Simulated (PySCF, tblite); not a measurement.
# C₈H₁₄NP: geometry, infrared bands and NMR shifts

Wanted: the infrared bands and NMR shifts of C₈H₁₄NP (`N#CCCPC1CCCC1`), by calculation.

Computed with tblite 0.8.0 and PySCF 2.14.0, with density-fitted response routines of our own, on a single molecule in the gas phase. Atoms are numbered from 0 throughout.

## (1) The molecule as given

24 atoms, charge 0, multiplicity 1; geometry from: force field or distance geometry start.

Bonds of the start (Å): N0–C1 1.15, C1–C2 1.46, C2–C3 1.51, C3–P4 1.87, P4–C5 1.84, C5–C6 1.52, C6–C7 1.51, C7–C8 1.52, C8–C9 1.51, C9–C5 1.51, C2–H10 1.11, C2–H11 1.08, C3–H12 1.12, C3–H13 1.10, P4–H14 1.44, C5–H15 1.09, C6–H16 1.09, C6–H17 1.13, C7–H18 1.10, C7–H19 1.12, C8–H20 1.11, C8–H21 1.12, C9–H22 1.11, C9–H23 1.10.

## (2) Optimising the geometry with GFN2-xTB

Job settings and geometry (Å):

```
{"job": {"kind": "relax", "xc": "GFN2-xTB", "basis": "xTB"}, "charge": 0, "multiplicity": 1}
N      5.527800     0.699300    -1.191700
C      4.652800     0.338800    -0.535000
C      3.570800    -0.114000     0.335000
C      2.251500     0.344600    -0.245700
P      0.792700    -0.186500     0.797700
C     -0.688400     0.031600    -0.266700
C     -1.580500    -1.200900    -0.307400
C     -2.786000    -0.572900    -0.965300
C     -2.994700     0.603100    -0.030500
C     -1.605300     1.145200     0.187800
H      3.552700    -1.220800     0.334800
H      3.647700     0.246300     1.355000
H      2.082300    -0.150500    -1.231200
H      2.202600     1.430900    -0.428900
H      0.849600    -1.570200     1.196900
H     -0.440400     0.249300    -1.310200
H     -1.162600    -2.019200    -0.888800
H     -1.871000    -1.528900     0.733600
H     -3.653800    -1.242500    -1.026700
H     -2.434900    -0.217000    -1.965100
H     -3.687400     1.354300    -0.462100
H     -3.392400     0.146000     0.908200
H     -1.443200     2.073600    -0.396200
H     -1.401800     1.380200     1.243600
```

Run with:

```bash
$ OMP_NUM_THREADS=1 python probes_run.py task.json out
```

One launch serves the whole session: the jobs run in the order shown.

**Question.** This job is followed by: GFN2-xTB harmonic vibrations, gas phase; GIAO PBE0/pcSseg-1 NMR shielding, non-relativistic, gas phase. What will the session give for the following? strongest single infrared mode (GFN2-xTB); zero-point energy (GFN2-xTB); 13C shifts against TMS (PBE0/pcSseg-1, means over atoms taken as alike); 1H shifts against TMS (PBE0/pcSseg-1, means over atoms taken as alike); 15N shifts against NH3 (PBE0/pcSseg-1); 31P shifts against H3PO4 (PBE0/pcSseg-1).

As calculated:

| quantity | value |
| --- | --- |
| strongest single infrared mode (GFN2-xTB) | 2412 cm⁻¹, 232 km/mol |
| zero-point energy (GFN2-xTB) | 126.6 kcal/mol |
| 13C shifts against TMS (PBE0/pcSseg-1, means over atoms taken as alike) | 124.1, 37.3, 34.8, 30.8, 26.9, 16.4 ppm |
| 1H shifts against TMS (PBE0/pcSseg-1, means over atoms taken as alike) | 3.47, 2.24, 2.20, 2.00, 1.97, 1.73, 1.71, 1.33 ppm |
| 15N shifts against NH3 (PBE0/pcSseg-1) | 297.9 ppm |
| 31P shifts against H3PO4 (PBE0/pcSseg-1) | -79.3 ppm |

In words: Over 145 steps the energy fell by 1.016 eV; of the close pairs, C6–H17 changed most, 1.129 to 1.093 Å. The lowest mode is slightly imaginary (14i cm⁻¹), a soft motion within the noise of the Hessian, so the minimum is not strictly shown. The strongest single mode, at 2412 cm⁻¹, moves mainly C1 and N0. GFN2-xTB is a fitted tight-binding method: band positions and strengths are rough. Its intensities can rank the bands wrongly. C1 (nitrile carbon) lies farthest downfield among carbon, at 124.1 ppm; C≡N carbons fall here, among the sp2 signals but without a proton. At PBE0/pcSseg-1: The widest tensor belongs to N0: span 493 ppm, with a paramagnetic part of -368 ppm.
